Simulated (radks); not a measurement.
# Excited configurations of Pm³⁺

An exercise on one series of results from a longer session: the logs are not shown, and one member is left open.

The numbers are computed with radks (a radial shooting solver on a logarithmic mesh, Libxc functionals) version 1 (scalar-relativistic Kohn-Sham, PBE, spin-unpolarised, spherical densities, finite nucleus), except any that are marked as measured or tabulated.

### The atom as given

- element: promethium (Z = 61)
- charge: +3
- electrons: 58
- configuration: [Xe] 4f4
- nuclear rms radius: 4.962 fm

The outer shells:

Pm³⁺
```
[Xe] core
4f [↑ ][↑ ][↑ ][↑ ][  ][  ][  ]
```

The first run:

The run's settings:

```text
Z 61
configuration [Xe] 4f4
relativity scalar-relativistic
functional pbe,pbe
spin unpolarised
nucleus finite rms 4.962 fm
c 137.035999084
```

Among the steps run: Ground configuration: [Xe] 4f4.

One table of the session follows, with a row left open; its other results are not shown here.

It belongs to the step «Ground configuration: [Xe] 4f4». From the orbitals of this run (lengths in bohr):

```
level     <r>  outermost maximum (interpolated)  90 % within  nodes
   3p  0.2588                             0.234        0.387      1
   3d  0.2362                             0.192        0.369      0
   4s  0.5920                             0.552        0.850      3
   4p  0.6264                             0.576        0.910      2
   4d  0.6848                             0.601         1.03      1
   5s   1.405                              1.27         2.01      4
   5p   1.613                              1.43         2.34      3
   4f       ?                                 ?            ?      ?
```

**Question.** Estimate the row for 4f.

As computed: <r>: 0.9372; outermost maximum (interpolated): 0.626; 90 % within: 1.60; nodes: 0. In the column «<r>» it lies between 4d (0.6848) and 5s (1.405).

Limits of these values: Spin polarisation and multiplet splitting are left out, so open shells lie too high by an amount that depends on their filling.
